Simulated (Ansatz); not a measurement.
# C2H7BFNSi: up Jacob's ladder to CCSD(T)

The task here is to estimate one member of a computed series from the others.

The runs use Ansatz 0.2.0, Gaussian basis; functionals in def2-TZVPP, the program's frozen cores in correlated methods.

The runs, in order: PBE-D4, r2SCAN-D4, PBE0-D4, B3LYP-D4, ωB97X-V, ωB97M-V, B2PLYP; CCSD(T)/def2-TZVPP; MP2/def2-QZVPP; extrapolation to the limit.

## Structure used throughout

All runs share one geometry, relaxed beforehand with PBE0-D4 in a triple-zeta def2 set.

SMILES `B[SiH](F)CC=N`, 13 atoms, charge 0, spin multiplicity 1.

Atoms are counted from 1 here; the program's logs count them from 0.

Bond lengths: B1–Si2 2.005 Å, B1–H7 1.197 Å, B1–H8 1.195 Å, Si2–F3 1.611 Å, Si2–C4 1.886 Å, Si2–H9 1.489 Å, C4–C5 1.488 Å, C4–H10 1.095 Å, C4–H11 1.094 Å, C5–N6 1.265 Å, C5–H12 1.098 Å, N6–H13 1.019 Å. Angles: Si2–B1–H7 118.8°, Si2–B1–H8 123.6°, H7–B1–H8 117.6°, B1–Si2–F3 112.5°, B1–Si2–C4 111.0°, B1–Si2–H9 110.0°, F3–Si2–C4 107.3°, F3–Si2–H9 106.7°, C4–Si2–H9 109.2°, Si2–C4–C5 111.9°, Si2–C4–H10 108.1°, Si2–C4–H11 107.5°, C5–C4–H10 110.6°, C5–C4–H11 109.6°, H10–C4–H11 109.0°, C4–C5–N6 121.5°, C4–C5–H12 115.5°, N6–C5–H12 123.0° and more.

Set-up of the first run:

Input file in.yaml:

```yaml
crystal:
  periodic: [false, false, false]
  atoms:
    - {symbol: B, position_ang: [0.237108, -2.666654, -0.172220]}
    - {symbol: Si, position_ang: [0.090871, -0.844849, 0.651333]}
    - {symbol: F, position_ang: [1.303305, -0.527056, 1.663891]}
    - {symbol: C, position_ang: [0.100268, 0.498571, -0.672077]}
    - {symbol: C, position_ang: [-0.036720, 1.857642, -0.083102]}
    - {symbol: N, position_ang: [-1.137161, 2.480942, -0.108115]}
    - {symbol: H, position_ang: [-0.598035, -3.014069, -0.956127]}
    - {symbol: H, position_ang: [1.116393, -3.436169, 0.076504]}
    - {symbol: H, position_ang: [-1.165537, -0.743185, 1.444300]}
    - {symbol: H, position_ang: [1.036056, 0.414583, -1.234638]}
    - {symbol: H, position_ang: [-0.739547, 0.303124, -1.345493]}
    - {symbol: H, position_ang: [0.868106, 2.260632, 0.390456]}
    - {symbol: H, position_ang: [-1.054803, 3.381688, 0.360389]}
basis:
  gaussian: {orbitals: def2-TZVPP}
hamiltonian: {xc: pbe, dispersion: d4}
output: {forces: true, orbitals: {seedname: orbitals}}
```

Launch:

```
ansatz run in.yaml --threads 4 --pin off --events-out ev --progress --plain --max-ram 10444MiB
```

Steps of the session up to this table: PBE-D4 (GGA); r2SCAN-D4 (meta-GGA); PBE0-D4 (hybrid); B3LYP-D4 (hybrid); ωB97X-V (range-separated); ωB97M-V (range-separated); B2PLYP (double hybrid); CCSD(T) in def2-TZVPP; MP2 in def2-QZVPP.

One table of the session follows, with a row left open; its other results are not shown here.

| method | atomisation energy (eV) |
| --- | --- |
| PBE-D4 | 51.829 |
| r2SCAN-D4 | ? |
| PBE0-D4 | 50.912 |
| B3LYP-D4 | 50.951 |
| ωB97X-V | 51.029 |
| ωB97M-V | 50.985 |
| B2PLYP | 50.364 |
| HF/def2-TZVPP | 37.387 |
| MP2/def2-TZVPP | 50.222 |
| CCSD/def2-TZVPP | 48.660 |
| CCSD(T)/def2-TZVPP | 49.387 |
| MP2/CBS | 51.555 |
| CCSD(T)/CBS | 50.720 |

Q: Estimate the row for r2SCAN-D4 from the others.

**Answer.** atomisation energy (eV): 50.905. In the column «atomisation energy (eV)» it lies between CCSD(T)/CBS (50.720) and PBE0-D4 (50.912).
